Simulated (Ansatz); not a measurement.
**C₂H₃Cl₂NSi: taking an electron away**

One table from this session's results is given with a row withheld; the runs are named, their logs left out.

Computed with Ansatz 0.2.0, Gaussian basis. Level: unrestricted cation, the program's frozen cores in correlated methods.

Levels to be run: UKS PBE-D4/def2-TZVPP; UKS r2SCAN-D4/def2-TZVPP; UKS PBE0-D4/def2-TZVPP; UKS B3LYP-D4/def2-TZVPP; UKS wB97X-V/def2-TZVPP; UKS wB97M-V/def2-TZVPP; UKS B2PLYP/def2-TZVPP; UHF-CCSD(T)/def2-TZVPP; UHF-MP2/def2-QZVPP; extrapolation to the limit; then −ε(HOMO) from the neutral's earlier runs with LDA (SPW92), PBE-D4, revPBE-D4, BLYP-D4, r2SCAN-D4, B97M-V, PBE0-D4, B3LYP-D4, r2SCANh-D4, r2SCAN0-D4, HSE06-D4, BHLYP-D4, CAM-B3LYP-D4, LC-ωPBE, ωB97X-V, ωB97M-V.

**The relaxed structure**

An earlier PBE0-D4 in a triple-zeta def2 set relaxation fixed the geometry.

SMILES `C[Si](Cl)(Cl)C#N`, 9 atoms, charge 0, spin multiplicity 1.

Atoms are counted from 1 here; the program's logs count them from 0.

Bond lengths: C1–Si2 1.838 Å, C1–H7 1.092 Å, C1–H8 1.092 Å, C1–H9 1.092 Å, Si2–Cl3 2.032 Å, Si2–Cl4 2.032 Å, Si2–C5 1.846 Å, C5–N6 1.151 Å. Angles: Si2–C1–H7 110.0°, Si2–C1–H8 110.1°, Si2–C1–H9 110.0°, H7–C1–H8 108.9°, H7–C1–H9 108.9°, H8–C1–H9 108.9°, C1–Si2–Cl3 111.8°, C1–Si2–Cl4 111.8°, C1–Si2–C5 110.1°, Cl3–Si2–Cl4 109.8°, Cl3–Si2–C5 106.6°, Cl4–Si2–C5 106.6°, Si2–C5–N6 177.8°.

The first run:

in.yaml reads:

```yaml
crystal:
  periodic: [false, false, false]
  atoms:
    - {symbol: C, position_ang: [-0.370985, -0.883291, 0.851091]}
    - {symbol: Si, position_ang: [0.355976, 0.022394, -0.573600]}
    - {symbol: Cl, position_ang: [2.380508, -0.146165, -0.620100]}
    - {symbol: Cl, position_ang: [-0.426956, -0.601320, -2.342019]}
    - {symbol: C, position_ang: [-0.018958, 1.824361, -0.438588]}
    - {symbol: N, position_ang: [-0.274131, 2.940652, -0.317439]}
    - {symbol: H, position_ang: [0.046521, -0.505181, 1.786768]}
    - {symbol: H, position_ang: [-0.148928, -1.949234, 0.770507]}
    - {symbol: H, position_ang: [-1.454645, -0.748318, 0.866180]}
basis:
  gaussian: {orbitals: def2-TZVPP}
total_charge: 1
magnetization: {spin_polarized: true, initial_magnetization: 1}
hamiltonian: {xc: pbe, dispersion: d4}
```

Launch:

```
ansatz run in.yaml --threads 2 --pin off --events-out ev --progress --plain --max-ram 22528MiB --backend cpu
```

Steps of the session up to this table: Cation, UKS PBE-D4/def2-TZVPP; Cation, UKS r2SCAN-D4/def2-TZVPP; Cation, UKS PBE0-D4/def2-TZVPP; Cation, UKS B3LYP-D4/def2-TZVPP; Cation, UKS wB97X-V/def2-TZVPP; Cation, UKS wB97M-V/def2-TZVPP; Cation, UKS B2PLYP (frozen core)/def2-TZVPP; Cation, UHF-CCSD(T)/def2-TZVPP; Cation, UHF-MP2/def2-QZVPP.

One table of the session follows, with a row left open; its other results are not shown here.

Orbital estimates, from the neutral's runs:

| functional | −ε(HOMO) (eV) |
| --- | --- |
| LDA (SPW92) | 8.36 |
| PBE-D4 | 8.22 |
| revPBE-D4 | 8.16 |
| BLYP-D4 | ? |
| r2SCAN-D4 | 8.60 |
| B97M-V | 8.69 |
| PBE0-D4 | 9.66 |
| B3LYP-D4 | 9.40 |
| r2SCANh-D4 | 9.12 |
| r2SCAN0-D4 | 9.90 |
| HSE06-D4 | 9.26 |
| BHLYP-D4 | 10.95 |
| CAM-B3LYP-D4 | 11.06 |
| LC-ωPBE | 12.46 |
| ωB97X-V | 12.09 |
| ωB97M-V | 11.92 |

**Question.** Estimate the row for BLYP-D4.

Worked estimate for «−ε(HOMO) (eV)». Against the share of exact exchange, B3LYP-D4 (0.2, 9.40), BHLYP-D4 (0.5, 10.95) give a slope of 5.17 per unit share; at 0 the line stands at 8.37.

The run gave: −ε(HOMO) (eV): 8.09. In «−ε(HOMO) (eV)» the line misses by +0.28.

Caveats from the session: The cation may have settled in a state other than its lowest; no search over hole states beyond the program's own was made.
